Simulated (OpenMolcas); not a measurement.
# Rh⁵⁺ among point charges: CASSCF and CASPT2 levels and susceptibility

How does a field of 4 point charges split the states of Rh⁵⁺, and what χT follows?

The numbers are computed with OpenMolcas 26.06 (state-averaged CASSCF and CASPT2, spin-orbit coupling by RASSI with atomic mean-field integrals), except any that are marked as measured or tabulated.

## (1) Starting point

```
Species                           : Rh⁵⁺ (rhodium, Z = 45, 40 electrons)
Basis                             : ANO-RCC-VDZP [6s5p3d1f], 43 functions
Scalar Hamiltonian                : DKH2, point nucleus
Inactive shells                   : 1s 2s 2p 3s 3p 3d 4s 4p
Active space                      : 4 electrons in 5 orbitals (4d)
Some configurations of this space : 4d4
Orbitals                          : optimised for each spin and parity, averaged over all roots
```

Outer shells as boxes (Hund's rule):

4d4
```
4d [↑ ][↑ ][↑ ][↑ ][  ]
```

The ion sits among 4 point charges of -2 e arranged as a tetrahedron (Td), 2.22 Å from the ion.

The work runs as a chain of OpenMolcas steps in one folder; each step below is one input file. Labels, J, g values, rates, χT and fits are worked out afterwards by a script from the matrices that RASSI stores.

## (2) Basis and integrals

Input file a.inp:

```
&GATEWAY
Coord
1

Rh 0.0 0.0 0.0
Basis=ANO-RCC-VDZP
Group=NoSym
NoMove
AngMom=0.0 0.0 0.0
AMFI
XField
4 Angstrom 0
1.281718 1.281718 1.281718 -2.000000
1.281718 -1.281718 -1.281718 -2.000000
-1.281718 1.281718 -1.281718 -2.000000
-1.281718 -1.281718 1.281718 -2.000000
&SEWARD
```

Run with:

```console
$ OMP_NUM_THREADS=1 MOLCAS_MEM=1689 MOLCAS_PROJECT=a pymolcas a.inp > a.log
```

## (3) Reference wave functions, quintets, 5 roots

Input file a.inp:

```
&RASSCF
FileOrb=start.orb
Symmetry=1
Spin=5
nActEl=4 0 0
Inactive=18
Ras2=5
CIRoot=5 5 1
SDav=5
CIMx=300
Iter=120 100
PrWF=0.3
OrbListing=Nothing
MaxOrb=0
>>> COPY $Project.JobIph JOB001
```

start.orb holds the contracted functions of the basis, ordered by shell, or the orbitals of the step before.

## (4) CASSCF: triplets, 45 roots

Input file a.inp:

```
&RASSCF
FileOrb=start.orb
Symmetry=1
Spin=3
nActEl=4 0 0
Inactive=18
Ras2=5
CIRoot=45 45 1
SDav=45
CIMx=300
Iter=120 100
PrWF=0.3
OrbListing=Nothing
MaxOrb=0
>>> COPY $Project.JobIph JOB002
```

## (5) Reference wave functions, singlets, 50 roots

Input file a.inp:

```
&RASSCF
FileOrb=start.orb
Symmetry=1
Spin=1
nActEl=4 0 0
Inactive=18
Ras2=5
CIRoot=50 50 1
SDav=50
CIMx=300
Iter=120 100
PrWF=0.3
OrbListing=Nothing
MaxOrb=0
>>> COPY $Project.JobIph JOB003
```

## (6) RASSI: spin-orbit coupling between the states

Input file a.inp:

```
&RASSI
NrOfJobIphs=3 5 45 50
1 2 3 4 5
1 2 3 4 5 6 7 8 9 10 11 12 13 14 15 16 17 18 19 20 21 22 23 24 25 26 27
28 29 30 31 32 33 34 35 36 37 38 39 40 41 42 43 44 45
1 2 3 4 5 6 7 8 9 10 11 12 13 14 15 16 17 18 19 20 21 22 23 24 25 26 27
28 29 30 31 32 33 34 35 36 37 38 39 40 41 42 43 44 45 46 47 48 49 50
IphNames
JOB001
JOB002
JOB003
EJob
SpinOrbit
DIPRint=1.0
SOCoupling=1000.0
Subsets=2
Property=9
'ANGMOM' 1 'ANGMOM' 2 'ANGMOM' 3 'MLTPL  1' 1 'MLTPL  1' 2 'MLTPL  1' 3
'AMFI' 1 'AMFI' 2 'AMFI' 3
SOProperty=3
'ANGMOM' 1 'ANGMOM' 2 'ANGMOM' 3
```

## (7) CASPT2: IPEA 0.25, imaginary shift 0.1 (closed shells correlated: 4s 4p)

Input file a.inp:

```
>>> COPY JOB001 $Project.JobIph
&CASPT2
Multistate=5 1 2 3 4 5
NoMult
Frozen=14
IPEA=0.25
Imaginary=0.1
MaxIter=60
WThr=0.0 0.3 0.05
PrWF=0.5
NoMix
>>> COPY JOB002 $Project.JobIph
&CASPT2
Multistate=45 1 2 3 4 5 6 7 8 9 10 11 12 13 14 15 16 17 18 19 20 21 22
23 24 25 26 27 28 29 30 31 32 33 34 35 36 37 38 39 40 41 42 43 44 45
NoMult
Frozen=14
IPEA=0.25
Imaginary=0.1
MaxIter=60
WThr=0.0 0.3 0.05
PrWF=0.5
NoMix
>>> COPY JOB003 $Project.JobIph
&CASPT2
Multistate=50 1 2 3 4 5 6 7 8 9 10 11 12 13 14 15 16 17 18 19 20 21 22
23 24 25 26 27 28 29 30 31 32 33 34 35 36 37 38 39 40 41 42 43 44 45 46
47 48 49 50
NoMult
Frozen=14
IPEA=0.25
Imaginary=0.1
MaxIter=60
WThr=0.0 0.3 0.05
PrWF=0.5
NoMix
```

(Steps that only read results are left out.)

Before running it: what results should come out? Wanted: spin-free ground state; first state of the same spin within the active space; lowest level; next level.

As calculated:

```
                                            quantity                                                                        value
                                              method  SS-CASPT2, IPEA 0.25, imaginary shift 0.1 (closed shells correlated: 4s 4p)
                              spin-free ground state                                              5T2, 3-fold in its orbital part
first state of the same spin within the active space                                                              5E at 1580 cm⁻¹
                                        lowest level                                                                    1-fold A1
                                          next level                                                                   674.3 cm⁻¹
                                         χT at 300 K                                                               0.50 cm³ K/mol
                           effective moment at 300 K                                                                      2.01 μB
```

Cost by method:

```tsv
method	time of its own steps	time with the reference
A. CASSCF	25 s	25 s
B. SS-CASPT2, IPEA 0.25, imaginary shift 0.1, +4s 4p	8.1 s	33 s
```

Times are of one thread on a shared host.

What this shows: The spin-free ground state (5T2) comes to 100 % from free-ion D terms and keeps the highest spin of the shell. χT at 300 K is 0.50, against 3.01 cm³ K/mol for the spin alone, so spin-orbit coupling lowers it. An active space of the d shell alone favours high spin; real ions in strong fields can be low spin. CASPT2 does not keep the components of a term degenerate, and the means are used. The field of point charges can differ much from that of real complexes. Point charges carry no covalency, so the field is a model and not that of real ligands.
